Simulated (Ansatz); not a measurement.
# C3H10MoN2O2: one species, many methods

An exercise on one series of results from a longer session: the logs are not shown, and one member is left open.

Program: Ansatz 0.2.0, Gaussian basis. Level of theory: functionals in def2-TZVPP, the program's frozen cores in correlated methods. These are calculated values, not measurements.

Plan: LDA (SPW92), PBE-D4, revPBE-D4, BLYP-D4, r2SCAN-D4, B97M-V, PBE0-D4, B3LYP-D4, r2SCANh-D4, r2SCAN0-D4, HSE06-D4, BHLYP-D4, CAM-B3LYP-D4, LC-ωPBE, ωB97X-V, ωB97M-V, B2PLYP, PBE-QIDH; CCSD(T)/def2-SVP; CCSD(T)/def2-TZVPP; MP2/def2-QZVPP; extrapolation to the limit; RPA on PBE.

### Structure used throughout

All runs share one geometry, relaxed beforehand with PBE0-D4 in a triple-zeta def2 set. Mo takes the def2 core potential; no spin-orbit term is included.

SMILES `C[N]=[Mo](=[O])([OH])[N](C)C`, 18 atoms, charge 0, spin multiplicity 1.

Atoms are counted from 1 here; the program's logs count them from 0.

Bond lengths: C1–N2 1.420 Å, C1–H9 1.096 Å, C1–H10 1.095 Å, C1–H11 1.096 Å, N2–Mo3 1.732 Å, Mo3–O4 1.692 Å, Mo3–O5 1.909 Å, Mo3–N6 1.926 Å, O5–H12 0.961 Å, N6–C7 1.446 Å, N6–C8 1.442 Å, C7–H13 1.092 Å, C7–H14 1.098 Å, C7–H15 1.098 Å, C8–H16 1.088 Å, C8–H17 1.099 Å, C8–H18 1.098 Å. Angles: N2–C1–H9 109.8°, N2–C1–H10 110.1°, N2–C1–H11 112.2°, H9–C1–H10 107.4°, H9–C1–H11 108.4°, H10–C1–H11 108.7°, C1–N2–Mo3 151.2°, N2–Mo3–O4 112.2°, N2–Mo3–O5 107.1°, N2–Mo3–N6 105.4°, O4–Mo3–O5 111.5°, O4–Mo3–N6 109.4°, O5–Mo3–N6 111.1°, Mo3–O5–H12 118.2°, Mo3–N6–C7 118.6°, Mo3–N6–C8 128.1°, C7–N6–C8 113.2°, N6–C7–H13 111.2° and more.

The first run:

The input, in.yaml:

```yaml
crystal:
  periodic: [false, false, false]
  atoms:
    - {symbol: C, position_ang: [0.162659, -1.968294, 2.397891]}
    - {symbol: N, position_ang: [0.502497, -0.963964, 1.453590]}
    - {symbol: Mo, position_ang: [0.354791, 0.644849, 0.829081]}
    - {symbol: O, position_ang: [-0.790092, 1.556548, 1.677847]}
    - {symbol: O, position_ang: [2.087383, 1.442516, 0.913163]}
    - {symbol: N, position_ang: [-0.222339, 0.434636, -0.996850]}
    - {symbol: C, position_ang: [-0.797276, 1.574270, -1.676760]}
    - {symbol: C, position_ang: [-0.212715, -0.761636, -1.801797]}
    - {symbol: H, position_ang: [-0.196637, -2.862506, 1.876267]}
    - {symbol: H, position_ang: [1.047300, -2.258173, 2.975223]}
    - {symbol: H, position_ang: [-0.617468, -1.636309, 3.092168]}
    - {symbol: H, position_ang: [2.144637, 2.399973, 0.964934]}
    - {symbol: H, position_ang: [-0.837322, 2.446702, -1.020848]}
    - {symbol: H, position_ang: [-1.822860, 1.357155, -2.003455]}
    - {symbol: H, position_ang: [-0.207176, 1.842059, -2.562788]}
    - {symbol: H, position_ang: [0.197130, -1.595901, -1.235454]}
    - {symbol: H, position_ang: [-1.229589, -1.019866, -2.128234]}
    - {symbol: H, position_ang: [0.399576, -0.620858, -2.702277]}
basis:
  gaussian: {orbitals: def2-TZVPP}
hamiltonian: {xc: lda}
output: {orbitals: {seedname: orbitals}}
```

The run is started by

```console
$ ansatz run in.yaml --threads 4 --pin off --events-out ev --progress --plain --max-ram 66560MiB --backend cuda --devices 0, --max-vram 37GiB
```

Steps of the session up to this table: LDA; PBE-D4 (GGA); revPBE-D4 (GGA); BLYP-D4 (GGA); r2SCAN-D4 (meta-GGA); B97M-V (meta-GGA); B3LYP-D4 (hybrid); r2SCANh-D4 (hybrid); r2SCAN0-D4 (hybrid); HSE06-D4 (hybrid); BHLYP-D4 (hybrid); CAM-B3LYP-D4 (range-separated); LC-ωPBE (range-separated); ωB97X-V (range-separated); ωB97M-V (range-separated); B2PLYP (double hybrid); PBE-QIDH (double hybrid).

One of the session's tables, all rows but one given; the rest of the session is left out.

It belongs to the step «Frontier levels by functional». 

```
  functional  HOMO (eV)  gap (eV)
 LDA (SPW92)      -5.65      3.59
      PBE-D4      -5.49      3.62
   revPBE-D4      -5.43      3.63
     BLYP-D4      -5.39      3.62
   r2SCAN-D4      -5.73      3.94
      B97M-V      -5.84      4.06
     PBE0-D4      -6.75      5.65
    B3LYP-D4      -6.56      5.23
  r2SCANh-D4      -6.20      4.70
  r2SCAN0-D4      -6.92      5.86
    HSE06-D4      -6.35      4.88
    BHLYP-D4      -7.95      7.74
CAM-B3LYP-D4      -8.08      8.03
     LC-ωPBE      -9.35     10.42
     ωB97X-V      -9.03     10.03
     ωB97M-V          ?         ?
```

**Question.** Estimate the row for ωB97M-V.

**Answer.** HOMO (eV): -8.96; gap (eV): 9.85. In the column «HOMO (eV)» it lies between ωB97X-V (-9.03) and CAM-B3LYP-D4 (-8.08).
